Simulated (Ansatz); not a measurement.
Geometry optimisation, DFT PBE, scalar-relativistic, plane waves, PAW in Ansatz 0.2.0.

input.yaml

```yaml
crystal:
  lattice:
    - [5.8006, 0.0, 0.0]
    - [0.0, 5.6622, 0.0]
    - [0.0, 0.0, 17.186222]
  atoms:
    - { symbol: W, position: [0.0, 0.0, 0.0581861] }
    - { symbol: C, position: [0.0, 0.25, 0.1556182] }
    - { symbol: W, position: [0.25, 0.0, 0.2043342] }
    - { symbol: C, position: [0.25, 0.25, 0.3017663] }
    - { symbol: W, position: [0.0, 0.5, 0.0581861] }
    - { symbol: C, position: [0.0, 0.75, 0.1556182] }
    - { symbol: W, position: [0.25, 0.5, 0.2043342] }
    - { symbol: C, position: [0.25, 0.75, 0.3017663] }
    - { symbol: W, position: [0.5, 0.0, 0.0581861] }
    - { symbol: C, position: [0.5, 0.25, 0.1556182] }
    - { symbol: W, position: [0.75, 0.0, 0.2043342] }
    - { symbol: C, position: [0.75, 0.25, 0.3017663] }
    - { symbol: W, position: [0.5, 0.5, 0.0581861] }
    - { symbol: C, position: [0.5, 0.75, 0.1556182] }
    - { symbol: W, position: [0.75, 0.5, 0.2043342] }
    - { symbol: C, position: [0.75, 0.75, 0.3017663] }
    - { symbol: B, position: [0.2700803, 0.2269542, 0.395446] }
    - { symbol: H, position: [0.1551226, 0.4010243, 0.4058322] }
    - { symbol: H, position: [0.1804111, 0.0379324, 0.4058322] }
    - { symbol: H, position: [0.4747071, 0.2419059, 0.4058322] }
basis:
  ecutwfc: 420.0
kpoints:
  mp_grid: { grid: [4, 4, 1] }
hamiltonian:
  xc: pbe
  pseudopotentials: { kind: paw, azcp: { folder: soft_1 } }
scf:
  occupations: { method: gaussian, width: 0.1 }
  lower_state_search: "off"
relax:
  f_tol: 0.03
  max_steps: 60
  adjacent_minimum: "off"
  constraints: [{ sites: [0, 4, 8, 12] }]
```

Run as:

```bash
$ ansatz run input.yaml --threads 4 --pin off --max-ram 10240MiB --backend cpu --events-out ev --progress --plain --runs-dir out
```

Q: Where does it end, and by what steps?

A: It converged. The force dipped under the threshold on the way, but the program's further checks kept it going. Limits of this set-up: coarse k mesh, thin slab, slab without dipole correction, no dispersion correction for a molecule that may bind weakly, a typed lattice constant that wasn't relaxed here. After 46 steps the energy has fallen by 9.713 eV; H19 moved furthest, 2.19 Å. Joined: W3–C12 (3.64 → 2.27 Å), W3–C16 (3.64 → 2.10 Å), C4–C12 (2.90 → 1.32 Å), C6–C8 (2.90 → 1.60 Å), W7–C12 (3.64 → 2.72 Å), W7–C16 (3.64 → 2.25 Å).

```json
{"step": "0", "energy less start (eV)": "0.0000", "largest force component (eV/Å)": "2.993", "accepted": "yes"}
{"step": "2", "energy less start (eV)": "-1.9882", "largest force component (eV/Å)": "2.934", "accepted": "yes"}
{"step": "4", "energy less start (eV)": "-3.2134", "largest force component (eV/Å)": "1.290", "accepted": "yes"}
{"step": "6", "energy less start (eV)": "-4.4355", "largest force component (eV/Å)": "1.259", "accepted": "yes"}
{"step": "8", "energy less start (eV)": "-6.0748", "largest force component (eV/Å)": "2.644", "accepted": "yes"}
{"step": "10", "energy less start (eV)": "-7.3700", "largest force component (eV/Å)": "8.101", "accepted": "yes"}
{"step": "12", "energy less start (eV)": "-8.8363", "largest force component (eV/Å)": "1.280", "accepted": "yes"}
{"step": "14", "energy less start (eV)": "-9.2890", "largest force component (eV/Å)": "0.508", "accepted": "yes"}
{"step": "16", "energy less start (eV)": "-9.4109", "largest force component (eV/Å)": "0.396", "accepted": "yes"}
{"step": "18", "energy less start (eV)": "-9.4229", "largest force component (eV/Å)": "0.544", "accepted": "no"}
{"step": "20", "energy less start (eV)": "-9.4421", "largest force component (eV/Å)": "0.137", "accepted": "yes"}
{"step": "22", "energy less start (eV)": "-9.4440", "largest force component (eV/Å)": "0.031", "accepted": "yes"}
{"step": "24", "energy less start (eV)": "-9.4441", "largest force component (eV/Å)": "0.010", "accepted": "yes"}
{"step": "26", "energy less start (eV)": "-9.4442", "largest force component (eV/Å)": "0.017", "accepted": "yes"}
{"step": "28", "energy less start (eV)": "-9.4450", "largest force component (eV/Å)": "0.054", "accepted": "yes"}
{"step": "30", "energy less start (eV)": "-9.4470", "largest force component (eV/Å)": "0.163", "accepted": "yes"}
{"step": "32", "energy less start (eV)": "-9.4552", "largest force component (eV/Å)": "0.318", "accepted": "yes"}
{"step": "34", "energy less start (eV)": "-9.5144", "largest force component (eV/Å)": "0.393", "accepted": "yes"}
{"step": "36", "energy less start (eV)": "-9.6225", "largest force component (eV/Å)": "0.296", "accepted": "yes"}
{"step": "38", "energy less start (eV)": "-9.6654", "largest force component (eV/Å)": "0.218", "accepted": "yes"}
{"step": "40", "energy less start (eV)": "-9.7003", "largest force component (eV/Å)": "0.382", "accepted": "yes"}
{"step": "42", "energy less start (eV)": "-9.7112", "largest force component (eV/Å)": "0.097", "accepted": "yes"}
{"step": "44", "energy less start (eV)": "-9.7123", "largest force component (eV/Å)": "0.100", "accepted": "yes"}
{"step": "46", "energy less start (eV)": "-9.7128", "largest force component (eV/Å)": "0.020", "accepted": "yes"}
```

```xyz
20
Lattice="5.8006 0.0000 0.0000 0.0000 5.6622 0.0000 0.0000 0.0000 17.1862" Properties=species:S:1:pos:R:3
W 0.000 0.000 1.000
C 0.005 1.440 2.470
W 1.445 -0.004 3.408
C 1.278 1.418 5.160
W 0.000 2.831 1.000
C -0.058 4.215 2.555
W 1.441 2.816 3.407
C 0.014 4.132 4.150
W 2.900 0.000 1.000
C 2.952 1.381 2.576
W 4.509 0.067 3.590
C 5.851 1.012 4.887
W 2.900 2.831 1.000
C 2.887 4.247 2.503
W 4.256 2.822 3.493
C 2.940 4.355 4.083
B 2.571 1.766 6.028
H 2.415 2.672 6.809
H 3.105 0.756 6.443
H 3.562 2.217 5.242
```

Whether the end is a true minimum wasn't checked by a vibrational analysis.

The run took 5.6 min on 4 threads of Arm Neoverse V2, on a shared host, peak memory 1.4 GiB.
